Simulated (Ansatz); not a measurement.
Geometry optimisation, Ansatz 0.2.0, DFT PBE-D3(BJ), scalar-relativistic, plane waves, PAW.

Input file:

```yaml
crystal:
  lattice:
    - [5.78468, 0.0, 0.0]
    - [-2.89234, 5.00968, 0.0]
    - [0.0, 0.0, 15.24479]
  atoms:
    - { symbol: W, position: [0.0, 0.0, 0.0655962] }
    - { symbol: C, position: [0.3333333, 0.1666667, 0.1584102] }
    - { symbol: W, position: [0.0, 0.0, 0.2512242] }
    - { symbol: C, position: [0.3333333, 0.1666667, 0.3440382] }
    - { symbol: W, position: [0.0, 0.5, 0.0655962] }
    - { symbol: C, position: [0.3333333, 0.6666667, 0.1584102] }
    - { symbol: W, position: [0.0, 0.5, 0.2512242] }
    - { symbol: C, position: [0.3333333, 0.6666667, 0.3440382] }
    - { symbol: W, position: [0.5, 0.0, 0.0655962] }
    - { symbol: C, position: [0.8333333, 0.1666667, 0.1584102] }
    - { symbol: W, position: [0.5, 0.0, 0.2512242] }
    - { symbol: C, position: [0.8333333, 0.1666667, 0.3440382] }
    - { symbol: W, position: [0.5, 0.5, 0.0655962] }
    - { symbol: C, position: [0.8333333, 0.6666667, 0.1584102] }
    - { symbol: W, position: [0.5, 0.5, 0.2512242] }
    - { symbol: C, position: [0.8333333, 0.6666667, 0.3440382] }
    - { symbol: C, position: [0.6599999, 0.3158834, 0.4142261] }
    - { symbol: F, position: [0.7102258, 0.566762, 0.4273125] }
    - { symbol: F, position: [0.4091278, 0.1152329, 0.4273125] }
    - { symbol: F, position: [0.8606459, 0.2656552, 0.4273125] }
basis:
  ecutwfc: 420.0
kpoints:
  mp_grid: { grid: [3, 3, 1] }
hamiltonian:
  xc: pbe
  dispersion: d3bj
  pseudopotentials: { kind: paw, azcp: { folder: soft_1 } }
scf:
  occupations: { method: gaussian, width: 0.15 }
  lower_state_search: "off"
relax:
  f_tol: 0.03
  max_steps: 60
  adjacent_minimum: "off"
  constraints: [{ sites: [0, 4, 8, 12] }]
```

Command:

```bash
$ ansatz run input.yaml --threads 4 --pin off --max-ram 10240MiB --backend cpu --events-out ev --progress --plain --runs-dir out
```

Question: Where does it end, and by what steps?

Answer: It converged. Limits of this set-up: coarse k mesh, thin slab, slab without dipole correction, odd electron count without spin. After 23 steps the energy has fallen by 15.446 eV; F18 moved furthest, 2.58 Å. The start is strongly strained (largest force component 9 eV/Å), so its close contacts needn't be bonds. Parted: C4–F19 (1.42 → 2.39 Å), C12–F20 (1.37 → 2.90 Å), C16–F18 (1.43 → 3.82 Å).

| step | energy less start (eV) | largest force component (eV/Å) | accepted |
| --- | --- | --- | --- |
| 0 | 0.0000 | 9.211 | yes |
| 1 | -4.4749 | 5.814 | yes |
| 2 | -7.8665 | 3.588 | yes |
| 3 | -9.4529 | 3.318 | yes |
| 4 | -10.4809 | 4.061 | yes |
| 5 | -11.4369 | 2.170 | yes |
| 6 | -12.3504 | 1.764 | yes |
| 7 | -13.2865 | 2.264 | yes |
| 8 | -13.7987 | 2.235 | yes |
| 9 | -14.4031 | 1.191 | yes |
| 10 | -14.7147 | 0.427 | yes |
| 11 | -14.9162 | 0.464 | yes |
| 12 | -15.0712 | 0.322 | yes |
| 13 | -15.1878 | 0.198 | yes |
| 14 | -15.2623 | 0.179 | yes |
| 15 | -15.3026 | 0.182 | yes |
| 16 | -15.3318 | 0.167 | yes |
| 17 | -15.3528 | 0.506 | yes |
| 18 | -15.3982 | 0.174 | yes |
| 19 | -15.4259 | 0.225 | yes |
| 20 | -15.4123 | 0.501 | no |
| 21 | -15.4386 | 0.076 | yes |
| 22 | -15.4443 | 0.035 | yes |
| 23 | -15.4456 | 0.005 | yes |

```xyz
20
Lattice="5.7847 0.0000 0.0000 -2.8923 5.0097 0.0000 0.0000 0.0000 15.2448" Properties=species:S:1:pos:R:3
W 0.000 0.000 1.000
C 1.446 0.835 2.339
W 0.001 0.001 3.857
C 1.446 0.835 5.133
W -1.446 2.505 1.000
C 0.001 3.340 2.317
W -1.446 2.505 3.842
C 0.007 3.344 4.964
W 2.892 0.000 1.000
C 4.339 0.834 2.317
W 2.892 0.001 3.857
C 4.339 0.827 4.964
W 1.446 2.505 1.000
C 2.892 3.340 2.317
W 1.446 2.504 3.857
C 2.885 3.344 4.964
C 1.447 0.835 6.645
F 0.369 1.484 7.160
F 1.424 -0.422 7.160
F 2.547 1.444 7.160
```

Time of the run: 120 s on 4 threads of Arm Neoverse V2, with other jobs on the host, peak memory 1.2 GiB.
